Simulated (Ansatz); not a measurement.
# Rb3Cu2Cl7: the cost of one run

Method: DFT PBE+D3(BJ), plane waves, PAW, scalar-relativistic, no spin polarisation, in Ansatz 0.2.0.

### 1 The structure to begin with

The cell holds 24 atoms (Cl14Cu4Rb6): a = 12.984 Å, b = 12.984 Å, c = 7.164 Å, α = 90.00°, β = 90.00°, γ = 148.02°.

Its coordinates follow in the input file.

### 2 Run 1

200 steps of 2 fs under a Langevin thermostat at 1500 K.

Input file input.yaml:

```yaml
accuracy: low
crystal:
  lattice:
    - [3.577201, -12.481959, 0.0]
    - [3.577201, 12.481959, 0.0]
    - [0.0, 0.0, 7.163946]
  atoms:
    - { symbol: Rb, position: [0.8208073, 0.1791927, 0.5] }
    - { symbol: Rb, position: [0.1791927, 0.8208073, 0.5] }
    - { symbol: Rb, position: [0.6791927, 0.3208073, 0.0] }
    - { symbol: Rb, position: [0.3208073, 0.6791927, 0.0] }
    - { symbol: Rb, position: [0.0, 0.0, 0.5] }
    - { symbol: Rb, position: [0.5, 0.5, 0.0] }
    - { symbol: Cu, position: [0.5941709, 0.4058291, 0.5] }
    - { symbol: Cu, position: [0.4058291, 0.5941709, 0.5] }
    - { symbol: Cu, position: [0.9058291, 0.0941709, 0.0] }
    - { symbol: Cu, position: [0.0941709, 0.9058291, 0.0] }
    - { symbol: Cl, position: [0.3122756, 0.1290045, 0.7794487] }
    - { symbol: Cl, position: [0.1290045, 0.3122756, 0.2205513] }
    - { symbol: Cl, position: [0.6877244, 0.8709955, 0.7794487] }
    - { symbol: Cl, position: [0.8709955, 0.6877244, 0.2205513] }
    - { symbol: Cl, position: [0.1877244, 0.3709955, 0.7205513] }
    - { symbol: Cl, position: [0.3709955, 0.1877244, 0.2794487] }
    - { symbol: Cl, position: [0.8122756, 0.6290045, 0.7205513] }
    - { symbol: Cl, position: [0.6290045, 0.8122756, 0.2794487] }
    - { symbol: Cl, position: [0.68871, 0.3112901, 0.5] }
    - { symbol: Cl, position: [0.31129, 0.68871, 0.5] }
    - { symbol: Cl, position: [0.5, 0.5, 0.5] }
    - { symbol: Cl, position: [0.0, 0.0, 0.0] }
    - { symbol: Cl, position: [0.18871, 0.8112901, 0.0] }
    - { symbol: Cl, position: [0.8112901, 0.18871, 0.0] }
basis:
  ecutwfc: 420.0
kpoints:
  mp_grid: { grid: [1, 1, 1] }
hamiltonian:
  xc: pbe
  dispersion: d3bj
scf:
  occupations: { method: fermi_dirac, width: 0.05 }
  lower_state_search: "off"
md:
  timestep: 2
  n_steps: 200
  ensemble: nvt_langevin
  temperature: 1500.0
  initial_velocities: maxwell_boltzmann
  seed: 221307
  friction: 0.005
```

Run with:

```bash
ansatz run input.yaml --threads 2 --pin off --max-ram 5120MiB --backend cpu --events-out ev --progress --plain --runs-dir out
```

**Question.** How long does this run take on 2 threads of Intel Xeon Platinum 8488C (Sapphire Rapids), shared host, and how much memory does it need?

About 14 min, with a peak of 0.96 GiB.
